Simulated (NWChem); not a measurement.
# Plane-wave run on LiCl (rocksalt type)

```yaml
crystal:
  lattice:
    - [0.00000, 2.48634, 2.48634]
    - [2.48634, 0.00000, 2.48634]
    - [2.48634, 2.48634, 0.00000]
  atoms:
    - { symbol: Cl, position: [0.00000, 0.00000, 0.00000] }
    - { symbol: Li, position: [0.50000, 0.50000, 0.50000] }
```

The numbers come from NWChem runs, not from measurements. Origin of the cell: lattice set by a structure generator, not relaxed at this level; this structure type may not be the compound's usual one.

Norm-conserving pseudopotentials with valence charges Cl 7, Li 1, fixed occupations, no spin-orbit coupling, density cut at twice the wavefunction cutoff.

Level: revPBE, Troullier-Martins, cutoff 30 Ha, density from a 4×4×4 mesh. Bands run along Γ–X–U|K–Γ–L–W–X with k in units of the cell's reciprocal vectors.

Question: What gap does the band structure show, and how wide is the group of occupied bands?

Answer: It shows a gap along this path of 6.93 eV, with the direct and indirect values within 0.03 eV of each other. The 4 occupied bands reach 13.8 eV below the valence-band top.
